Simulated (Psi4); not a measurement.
# Si2H6O2 (SMILES O[SiH2][SiH2]O): a chain of runs

We compute a structure relaxation (PBE-D3(BJ)/def2-SVP), then the harmonic vibrations of Si2H6O2. 

The calculation is run with Psi4 1.11.

**1. The structure to begin with**

The species is Si2H6O2 (10 atoms), meant as a singlet with charge 0. As SMILES, `O[SiH2][SiH2]O`. The coordinates come from a PBE0-D4/def2-TZVP relaxation. This is one conformer, not always the lowest. The run starts from this shape.

Bond lengths: O1–Si2 1.656 Å, Si2–Si3 2.357 Å, Si3–O4 1.656 Å, O1–H5 0.958 Å, Si2–H6 1.487 Å, Si2–H7 1.494 Å, Si3–H8 1.493 Å, Si3–H9 1.487 Å, O4–H10 0.958 Å. Some angles: O1–Si2–Si3 112.1°, Si2–Si3–O4 112.1°, O1–Si2–H6 105.4°, O1–Si2–H7 111.3°, Si3–Si2–H6 110.5°, Si3–Si2–H7 109.5°, Si2–O1–H5 117.4°, Si2–Si3–H8 109.5°, Si2–Si3–H9 110.5°, O4–Si3–H8 111.3°.

**2. A structure relaxation at PBE-D3(BJ)/def2-SVP (density fitting) (run 1)**

calc.in

```
memory 1.6 GB

molecule geom {
  0 1
  O
  Si 1 1.656206
  Si 2 2.357075 1 112.07203
  O 3 1.656119 2 112.05392 1 -179.88044
  H 1 0.95786 2 117.43208 3 -63.73373
  H 2 1.487198 1 105.40104 5 176.03599
  H 2 1.493502 6 107.89894 1 119.01488
  H 3 1.493496 4 111.31627 2 -123.031
  H 3 1.487181 8 107.89988 4 115.1913
  H 4 0.957905 3 117.43246 9 -176.07347
  units angstrom
}

set reference rks
set geom_maxiter 60

optimize('pbe-d3bj/def2-SVP')
```

Run with:

```
$ psi4 -n 1 calc.in calc.out
```

calc.out:

```text
[...]
  Running in c1 symmetry.
[...]
  Nuclear repulsion =  221.901742023086712
[...]
  Multiplicity = 1
[...]
  Nalpha       = 25
  Nbeta        = 25
[...]
    Number of basis functions: 94
[...]
   @DF-RKS iter   1:  -731.96423392796294   -1.25033e-01   1.02000e-02 DIIS/ADIIS
[...]
   @DF-RKS iter   7:  -732.33410588751008   -2.27374e-13   3.08120e-09 DIIS
[...]
    Orbital Energies [Eh]
    ---------------------
    Doubly Occupied:
       1A    -65.419910     2A    -65.419849     3A    -18.762582
       4A    -18.762573     5A     -5.072255     6A     -5.072236
       7A     -3.488254     8A     -3.488211     9A     -3.485892
      10A     -3.485848    11A     -3.485698    12A     -3.485403
      13A     -0.897409    14A     -0.896851    15A     -0.518413
      16A     -0.492057    17A     -0.425961    18A     -0.393688
      19A     -0.338556    20A     -0.322527    21A     -0.315872
      22A     -0.309180    23A     -0.274691    24A     -0.267022
      25A     -0.224000
[...]
  @DF-RKS Final Energy:  -732.33410588751008
   => Energetics <=
    Nuclear Repulsion Energy =            219.2202571812268843
    One-Electron Energy =               -1449.7202357370467780
    Two-Electron Energy =                 558.9503680747820908
    DFT Exchange-Correlation Energy =     -60.7773803721992181
    Empirical Dispersion Energy =          -0.0071150342732251
    VV10 Nonlocal Energy =                  0.0000000000000000
    Total Energy =                       -732.3341058875100771
[...]
 Multipole Moments:
 ------------------------------------------------------------------------------------
     Multipole            Electronic (a.u.)      Nuclear  (a.u.)        Total (a.u.)
 ------------------------------------------------------------------------------------
 L = 1.  Multiply by 2.5417464519 to convert [e a0] to [Debye]
 Dipole X            :          0.0001255           -0.0001263           -0.0000008
 Dipole Y            :          0.0000222            0.0000117            0.0000340
 Dipole Z            :         -0.0000930            0.0001752            0.0000823
 Magnitude           :                                                    0.0000890
[...]
  -Total Gradient:
     Atom            X                  Y                   Z
    ------   -----------------  -----------------  -----------------
       1       -0.000028031209    -0.000002898473     0.000014152320
       2        0.000024124287     0.000005436522    -0.000017002459
       3       -0.000024783087    -0.000005324610     0.000016709820
       4        0.000027740432     0.000002376103    -0.000013961464
       5       -0.000015962579     0.000001700218    -0.000006329523
       6       -0.000006440589    -0.000001477172     0.000025045504
       7       -0.000013847098     0.000011896893    -0.000009723929
       8        0.000014115481    -0.000012978742     0.000010412826
       9        0.000006535986     0.000001699025    -0.000026037256
      10        0.000016173867    -0.000001449176     0.000006210096
[...]
    Final optimized geometry and variables:
    Molecular point group: c1
    Full point group: C1
    Geometry (in Angstrom), charge = 0, multiplicity = 1:
    O
    SI            1    1.692718
    SI            2    2.366608      1  111.686867
    O             3    1.692721      2  111.684525      1  179.984478
    H             1    0.973009      2  114.378868      3  -57.750844
    H             2    1.503808      1  105.305515      5 -177.493889
    H             2    1.513019      6  107.500158      1  120.116092
    H             3    1.513017      4  112.468425      2 -123.483629
    H             3    1.503810      8  107.499572      4  115.462278
    H             4    0.973008      3  114.378741      9  177.489548
[...]
```

On the terminal:

```text
Optimizer: Optimization complete!
```

It took 85 s on 1 thread of AMD EPYC 7R43 (Zen 3), shared host; peak memory 0.76 GiB.

The path in brief:

```
step  energy from the first frame kept (eV)  largest force (eV/Å)
   0                                 0.0000                1.0071
   1                                -0.0570                0.2950
   2                                -0.0621                0.1069
   3                                -0.0642                0.0143
   4                                -0.0644                0.0155
   5                                -0.0646                0.0113
   6                                -0.0649                0.0092
   7                                -0.0649                0.0070
   8                                -0.0649                0.0016
```

After the run. Bond lengths: O1–Si2 1.693 Å, Si2–Si3 2.367 Å, Si3–O4 1.693 Å, O1–H5 0.973 Å, Si2–H6 1.504 Å, Si2–H7 1.513 Å, Si3–H8 1.513 Å, Si3–H9 1.504 Å, O4–H10 0.973 Å. Some angles: O1–Si2–Si3 111.7°, Si2–Si3–O4 111.7°, O1–Si2–H6 105.3°, O1–Si2–H7 112.5°, Si3–Si2–H6 110.3°, Si3–Si2–H7 109.4°, Si2–O1–H5 114.4°, Si2–Si3–H8 109.4°, Si2–Si3–H9 110.3°, O4–Si3–H8 112.5°.

**3. Vibrational wavenumbers at PBE-D3(BJ)/def2-SVP (density fitting) (run 2)**

run.py

```python
import psi4

psi4.set_memory(1600000000)
psi4.set_num_threads(1)
psi4.set_output_file('psi4.out', False)

geom = psi4.geometry("""
0 1
O     -1.96903793     3.61357965     1.95967434
Si     0.22810695     1.29263314     1.82582882
Si    -0.29434374    -1.27046476    -1.80163843
O      1.90334538    -3.59088404    -1.93578631
H     -1.98627979     4.72762989     0.49697718
H     -0.16012405    -0.24473654     4.18411442
H      2.89891546     2.31106135     1.89336574
H     -2.96490281    -2.28953737    -1.86913000
H      0.09336948     0.26719972    -4.15982388
H      1.92101432    -4.70496452    -0.47311750
units au
""")

psi4.set_options({
    'basis': 'def2-SVP',
    't': 298.15,
    'rotational_symmetry_number': 1,
})

result = psi4.frequencies('PBE-D3BJ')
print(f'PBE-D3BJ energy: {result:.10f} Eh')
for k in ('ZPVE', 'ENTHALPY', 'GIBBS FREE ENERGY'):
    print(f'{k}: {psi4.variable(k):.8f} Eh')
```

Run with:

```
$ python run.py
```

psi4.out:

```text
[...]
  Running in c1 symmetry.
[...]
  Nuclear repulsion =  219.220254559442481
[...]
  Multiplicity = 1
[...]
  Nalpha       = 25
  Nbeta        = 25
[...]
    Number of basis functions: 94
[...]
   @DF-RKS iter   1:  -731.97701601985216   -2.18954e-01   1.00325e-02 DIIS/ADIIS
[...]
   @DF-RKS iter  11:  -732.33410317854452   -7.84439e-12   8.90290e-09 DIIS
[...]
    Orbital Energies [Eh]
    ---------------------
    Doubly Occupied:
       1A    -65.419857     2A    -65.419786     3A    -18.762560
       4A    -18.762454     5A     -5.072213     6A     -5.072192
       7A     -3.488211     8A     -3.488167     9A     -3.485847
      10A     -3.485802    11A     -3.485654    12A     -3.485359
      13A     -0.897573    14A     -0.896944    15A     -0.518510
      16A     -0.492175    17A     -0.425992    18A     -0.393719
      19A     -0.338602    20A     -0.322558    21A     -0.315870
      22A     -0.309173    23A     -0.274710    24A     -0.267038
      25A     -0.223977
[...]
  @DF-RKS Final Energy:  -732.33410317854452
   => Energetics <=
    Nuclear Repulsion Energy =            219.2349454613281239
    One-Electron Energy =               -1449.7488913491688436
    Two-Electron Energy =                 558.9653577521717125
    DFT Exchange-Correlation Energy =     -60.7783996715337693
    Empirical Dispersion Energy =          -0.0071153713417424
    VV10 Nonlocal Energy =                  0.0000000000000000
    Total Energy =                       -732.3341031785445239
[...]
 Multipole Moments:
 ------------------------------------------------------------------------------------
     Multipole            Electronic (a.u.)      Nuclear  (a.u.)        Total (a.u.)
 ------------------------------------------------------------------------------------
 L = 1.  Multiply by 2.5417464519 to convert [e a0] to [Debye]
 Dipole X            :         -0.0001522            0.0000492           -0.0001030
 Dipole Y            :          0.0000715           -0.0001999           -0.0001284
 Dipole Z            :         -0.0019529            0.0000679           -0.0018849
 Magnitude           :                                                    0.0018921
[...]
  -Total Gradient:
     Atom            X                  Y                   Z
    ------   -----------------  -----------------  -----------------
       1       -0.000005683296    -0.000035220853     0.000014856211
       2        0.000007586413     0.000061939259    -0.000025921187
       3        0.000030845043     0.000225923160    -0.000422465603
       4        0.000051733684    -0.000853253520     0.001118862078
       5       -0.000012953282    -0.000004780513     0.000009150709
       6        0.000010987451    -0.000030033102    -0.000004435182
       7       -0.000011446788    -0.000000436392     0.000018892311
       8        0.000006693404    -0.000000334418    -0.000012965813
       9       -0.000078922998    -0.000220998656     0.000435242226
      10        0.000000175725     0.000856956803    -0.001132035110
[...]
  ==> Harmonic Vibrational Analysis <==
[...]
  Freq [cm^-1]                 48.5186             70.2538             196.8993
[...]
  IR activ [km/mol]             2.9740              5.6925              0.0003
[...]
  Freq [cm^-1]                 218.8482            234.4424            339.0032
[...]
  IR activ [km/mol]            236.7263             0.0000             19.2295
[...]
  Freq [cm^-1]                 795.9286            878.8176            881.4082
[...]
  IR activ [km/mol]            566.3257             0.0000             103.7976
[...]
  Freq [cm^-1]                 896.9941            909.3647            911.3725
[...]
  IR activ [km/mol]             0.0000             143.2471             0.0004
[...]
  Freq [cm^-1]                2111.1563           2112.4028           2162.4448
[...]
  IR activ [km/mol]             0.0102             259.5985             0.0007
[...]
  Freq [cm^-1]                2166.6001           3761.7077           3763.1390
[...]
  IR activ [km/mol]            207.3742            150.4571             0.0002
[...]
  Total E_0, Enthalpy at 0 [K]                                                         -732.27388483 [Eh]
[...]
  Total H, Enthalpy at  298.15 [K]                                                     -732.26529331 [Eh]
[...]
  Total G, Gibbs energy at  298.15 [K]                                                 -732.30596832 [Eh]
[...]
```

The script printed:

```text
Warning: used thermodynamics relations inappropriate for low-frequency modes: ['48.5186' '70.2538' '196.8993' '218.8482' '234.4424' '339.0032'
 '429.0212' '572.4019']
PBE-D3BJ energy: -732.3341058887 Eh
ZPVE: 0.06022106 Eh
ENTHALPY: -732.26529331 Eh
GIBBS FREE ENERGY: -732.30596832 Eh
```

Wall time 9.9 min (1 thread of AMD EPYC 7R43 (Zen 3), shared host); peak memory 0.76 GiB.

**4. Summary of results**

```
                                                                             quantity             value
                                  run 1, PBE-D3(BJ)/def2-SVP: total energy at the end     -732.33411 Eh
                                            run 1, PBE-D3(BJ)/def2-SVP: dipole moment            0.00 D
                                              run 1, PBE-D3(BJ)/def2-SVP: HOMO energy          -6.10 eV
                                              run 1, PBE-D3(BJ)/def2-SVP: LUMO energy          -1.54 eV
                                            run 1, PBE-D3(BJ)/def2-SVP: HOMO–LUMO gap           4.56 eV
                                        run 1, PBE-D3(BJ)/def2-SVP: dispersion energy     -18.68 kJ/mol
                               run 2, PBE-D3(BJ)/def2-SVP: lowest harmonic wavenumber           49 cm⁻¹
                              run 2, PBE-D3(BJ)/def2-SVP: highest harmonic wavenumber         3763 cm⁻¹
                                        run 2, PBE-D3(BJ)/def2-SVP: zero-point energy      158.1 kJ/mol
run 2, PBE-D3(BJ)/def2-SVP: ideal-gas entropy at 298.15 K (symmetry number 1 as used)  85.6 cal/(mol K)
```

**Reading.** The optimisation (run 1, PBE-D3(BJ)/def2-SVP) took 9 steps and changed the energy by -0.065 eV. All 24 modes (run 2, PBE-D3(BJ)/def2-SVP) are real, so the shape is a minimum at this level.
